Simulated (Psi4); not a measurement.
# CH2BFN− (SMILES N#C[BH2-]F) in Psi4

Wanted: the energy of CH2BFN−.

The calculation is run with Psi4 1.11.

11 further runs of the same task are left out: 8 that didn't finish, 3 set aside as unsound or not needed.

### 1 Starting point

CH2BFN− has 6 atoms, charge -1, and is taken as a singlet. SMILES: `N#C[BH2-]F`. The coordinates come from a GFN2-xTB relaxation.

Bond lengths: N1–C2 1.156 Å, C2–B3 1.571 Å, B3–F4 1.445 Å, B3–H5 1.222 Å, B3–H6 1.222 Å. Angles: N1–C2–B3 177.0°, C2–B3–F4 110.2°, C2–B3–H5 108.7°, C2–B3–H6 108.7°, F4–B3–H5 108.8°, F4–B3–H6 108.8°, H5–B3–H6 111.7°.

### 2 The run

File input.inp:

```
memory 1.6 GB

molecule mol {
  -1 1
  N      0.722410    -1.937290     0.820490
  C      0.334710    -0.937190     0.389970
  B     -0.120860     0.456860    -0.171960
  F     -1.451330     0.359680    -0.727330
  H      0.651130     0.794000    -1.057090
  H     -0.136070     1.263930     0.745910
  units angstrom
  symmetry c1
}

set globals {
  puream               true
  scf_type             cd
  dft_radial_points    99
  dft_spherical_points 590
  cholesky_tolerance   1e-05
}

E, wfn = energy("m06-l/aug-cc-pVDZ", return_wfn=True)
print_variables()
```

On the command line:

```
$ psi4 input.inp input.out -n 1
```

input.out:

```text
Psi4 1.11 release

   => Loading Basis Set <=

    Name: AUG-CC-PVDZ
    Role: ORBITAL
    Keyword: BASIS

         ---------------------------------------------------------
                                   SCF
                              RKS Reference
                        1 Threads,   1525 MiB Core
         ---------------------------------------------------------

  ==> Geometry <==

    Molecular point group: c1
    Full point group: C1

    Geometry (in Angstrom), charge = -1, multiplicity = 1:

       Center              X                  Y                   Z               Mass
    ------------   -----------------  -----------------  -----------------  -----------------
         N            0.968021619029    -1.516150807365     0.818005985942    14.003074004430
         C            0.580321619029    -0.516050807365     0.387485985942    12.000000000000
         B            0.124751619029     0.877999192635    -0.174444014058    11.009305360000
         F           -1.205718380971     0.780819192635    -0.729814014058    18.998403162730
         H            0.896741619029     1.215139192635    -1.059574014058     1.007825032230
         H            0.109541619029     1.685069192635     0.743425985942     1.007825032230

  Running in c1 symmetry.

  Rotational constants: A =      1.12936  B =      0.14529  C =      0.13291 [cm^-1]
  Rotational constants: A =  33857.50977  B =   4355.60187  C =   3984.60312 [MHz]
  Nuclear repulsion =   87.630670084600951

  Charge       = -1
  Multiplicity = 1
  Electrons    = 30
  Nalpha       = 15
  Nbeta        = 15

  ==> Algorithm <==

  SCF Algorithm Type is CD.
  DIIS enabled.
  MOM disabled.
  Fractional occupation disabled.
  Guess Type is SAD.
  Energy threshold   = 1.00e-06
  Density threshold  = 1.00e-06
  Integral threshold = 1.00e-12

  ==> Primary Basis <==

  Basis Set: AUG-CC-PVDZ
    Blend: AUG-CC-PVDZ
    Number of shells: 46
    Number of basis functions: 110
    Number of Cartesian functions: 118
    Spherical Harmonics?: true
    Max angular momentum: 2

  ==> DFT Potential <==

   => LibXC <=

    Version 7.1.2

   => Composite Functional: M06-L <=

    M06-L Meta-GGA XC Functional

    Deriv               =              1
    GGA                 =           TRUE
    Meta                =           TRUE

    Exchange Hybrid     =          FALSE
    MP2 Hybrid          =          FALSE

   => Exchange Functionals <=

    1.0000   XC_MGGA_X_M06_L

   => Correlation Functionals <=

    1.0000   XC_MGGA_C_M06_L

   => LibXC Density Thresholds  <==

    XC_MGGA_C_M06_L:  1.00E-12
    XC_MGGA_X_M06_L:  1.00E-15

   => Molecular Quadrature <=

    Radial Scheme          =       TREUTLER
    Pruning Scheme         =           NONE
    Nuclear Scheme         =       TREUTLER

    Blocking Scheme        =         OCTREE
    BS radius alpha        =              1
    Pruning alpha          =              1
    Radial Points          =             99
    Spherical Points       =            590
    Total Points           =         339067
    Total Blocks           =           2467
    Max Points             =            256
    Max Functions          =            110
    Weights Tolerance      =       1.00E-15

  ==> Integral Setup <==

RuntimeError:
Fatal Error: Disk algorithm for CD JK not implemented.

Printing out the relevant lines from the Psithon --> Python processed input file:
    core.set_global_option("PUREAM", "true")
    core.set_global_option("SCF_TYPE", "cd")
    core.set_global_option("DFT_RADIAL_POINTS", 99)
    core.set_global_option("DFT_SPHERICAL_POINTS", 590)
    core.set_global_option("CHOLESKY_TOLERANCE", 1e-05)
--> E, wfn = energy("m06-l/aug-cc-pVDZ", return_wfn=True)
    print_variables()

!----------------------------------------------------------------------------------!
!                                                                                  !
! Fatal Error: Disk algorithm for CD JK not implemented.                           !
!                                                                                  !
!----------------------------------------------------------------------------------!

    Psi4 run time: 0:00:00.49
```

Run time: 1.8 s. Hardware: 1 thread of Intel Xeon Platinum 8375C at 2.90GHz (Ice Lake), shared host; peak memory 0.19 GiB.

### 3 Reading the log

The program broke off before the end.

The telling line is `Fatal Error: Disk algorithm for CD JK not implemented.`. To mend it: integral approximation def2-universal-jfit in place of cd 1e-5. The program turns down these settings as typed.
